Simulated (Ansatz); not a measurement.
Relaxation of a periodic cell of 13 atoms, Lu$_{12}$H (host Lu, host structure hcp, interstitial H), to a largest force component of 0.08 eV/Å in at most 25 steps.

The calculation used DFT PBE, scalar-relativistic, plane waves, PAW (Ansatz). Settings: cutoff 420 eV, k mesh 2x2x3, fermi-dirac smearing 0.15 eV, no spin polarisation.

```xyz
13
Lattice="7.0200 0.0000 0.0000 -5.2650 9.1192 0.0000 0.0000 0.0000 5.5633" Properties=species:S:1:pos:R:3
Lu 0.000 0.000 0.000
Lu 0.000 2.026 2.782
Lu -1.755 3.040 0.000
Lu -1.755 5.066 2.782
Lu -3.510 6.079 0.000
Lu -3.510 8.106 2.782
Lu 3.510 0.000 0.000
Lu 3.510 2.026 2.782
Lu 1.755 3.040 0.000
Lu 1.755 5.066 2.782
Lu 0.000 6.079 0.000
Lu 0.000 8.106 2.782
H -0.017 0.013 2.125
```

Problem. Where does it end, and by what steps?

Solution. The forces met the threshold. Limits of this set-up: coarse k mesh, odd electron count without spin, a small cell, in which the defect meets its images, a typed lattice constant that wasn't relaxed here. After 3 steps the energy has fallen by 0.032 eV; H13 moved furthest, 0.12 Å.

```tsv
step	energy less start (eV)	largest force component (eV/Å)	accepted
0	0.0000	0.328	yes
1	0.0424	0.969	no
2	-0.0280	0.161	yes
3	-0.0324	0.028	yes
```

```xyz
13
Lattice="7.0200 0.0000 0.0000 -5.2650 9.1192 0.0000 0.0000 0.0000 5.5633" Properties=species:S:1:pos:R:3
Lu 0.000 0.010 0.077
Lu 0.000 2.057 2.766
Lu -1.750 3.032 -0.017
Lu -1.769 5.052 2.764
Lu -3.508 6.093 -0.018
Lu -3.499 8.097 2.770
Lu 3.511 -0.007 -0.019
Lu 3.506 2.021 2.763
Lu 1.754 3.039 -0.018
Lu 1.763 5.076 2.762
Lu 0.000 6.084 -0.021
Lu -0.020 8.092 2.767
H -0.006 0.004 2.239
```

Whether the end is a true minimum wasn't checked by a vibrational analysis.

Time of the run: 41 s on 4 threads of Intel(R) Xeon(R) Platinum 8488C (Sapphire Rapids), with other jobs on the host, peak memory 1.6 GiB.
